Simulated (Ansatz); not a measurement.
**SnClF + HCl: a complex and its separated parts**

The complex below is one end of an elementary step. How strongly is it bound against its free parts?

The runs use Ansatz 0.2.0, Gaussian basis; PBE0-D4/def2-TZVP structures, single points in def2-TZVPP, no counterpoise correction.

Levels: SPW92, PBE-D4, BLYP-D4, r2SCAN-D4, B97M-V, PBE0-D4, B3LYP-D4, r2SCAN0-D4, BHLYP-D4, CAM-B3LYP-D4, wB97X-V, wB97M-V, B2PLYP, PBE-QIDH, RPA on PBE, Hartree-Fock, MP2, CCSD, CCSD(T).

Cores are frozen in the correlated methods. Filled d shells of the heavier atoms are correlated. Core potentials replace the inner electrons past krypton, and spin-orbit coupling is left out. B3LYP uses VWN-RPA correlation. B2PLYP carries no dispersion term here.

88 further runs of the same task are left out: 88 set aside as unsound or not needed.

**1. The system as given**

The complex: 5 atoms, charge 0, spin multiplicity 1.

Atoms are counted from 1 here; the program's logs count them from 0.

Bond lengths: Sn1–Cl3 2.362 Å, Sn1–F5 1.990 Å, Cl2–H4 1.310 Å. Angles: Cl3–Sn1–F5 95.4°.

Geometry (Å):

```
Sn    0.3505    1.2223   -0.6323
Cl    1.0449   -1.6271   -0.0171
Cl   -1.7557    0.6519   -1.5362
H     0.4636   -0.9599    0.9482
F    -0.1033    0.7127    1.2375
```

Its parts: SnClF holds atoms 1, 3, 5; HCl holds atoms 2, 4. Each part counts its atoms afresh in its own runs.

**2. Relaxing SnClF alone**

relax-a/in.yaml

```yaml
crystal:
  periodic: [false, false, false]
  atoms:
    - {symbol: Sn, position_ang: [0.350483, 1.222317, -0.632314]}
    - {symbol: Cl, position_ang: [-1.755723, 0.651906, -1.536194]}
    - {symbol: F, position_ang: [-0.103316, 0.712713, 1.237469]}
basis:
  gaussian: {orbitals: def2-TZVP}
hamiltonian: {xc: pbe0, dispersion: d4}
relax: {f_tol: 0.005, max_steps: 200}
```

Launch:

```bash
> ansatz run in.yaml --threads 4 --pin off --events-out ev --progress --plain --max-ram 9574MiB
```

Further steps of the session: Relaxing HCl alone; SPW92/def2-TZVPP; PBE-D4/def2-TZVPP; BLYP-D4/def2-TZVPP; r2SCAN-D4/def2-TZVPP; B97M-V/def2-TZVPP; PBE0-D4/def2-TZVPP; B3LYP-D4/def2-TZVPP; r2SCAN0-D4/def2-TZVPP; BHLYP-D4/def2-TZVPP; CAM-B3LYP-D4/def2-TZVPP; wB97X-V/def2-TZVPP; wB97M-V/def2-TZVPP; B2PLYP/def2-TZVPP; PBE-QIDH/def2-TZVPP; RPA on PBE/def2-TZVPP; CCSD(T)/def2-TZVPP; Vibrations of SnClF; Vibrations of HCl.

Before running it: what results should come out? Wanted: complex less parts, CCSD(T)/def2-TZVPP; with zero-point energy; largest T1 diagnostic.

**Answer**, as computed:

| quantity | value |
| --- | --- |
| complex less parts, CCSD(T)/def2-TZVPP | -25.9 kJ/mol |
| with zero-point energy | -20.9 kJ/mol |
| largest T1 diagnostic | 0.016 |

At CCSD(T) the complex lies 25.9 kJ/mol below its parts. The functionals run from B2PLYP, off by +1.4 kJ/mol, to SPW92, off by -33.9 kJ/mol, against CCSD(T). By rung, the mean size of the error is: LDA 33.9, GGA 11.1, meta-GGA 9.1, hybrid 8.1, range-separated hybrid 6.3, double hybrid 2.6 kJ/mol. PBE-D4 gives a relative energy 13.4 kJ/mol too low, outside chemical accuracy (1 kcal/mol, 4.2 kJ/mol). No counterpoise was applied, and triple zeta lacks some correlation, so the CCSD(T) reference has a basis error of its own, and close matches with it are partly luck.
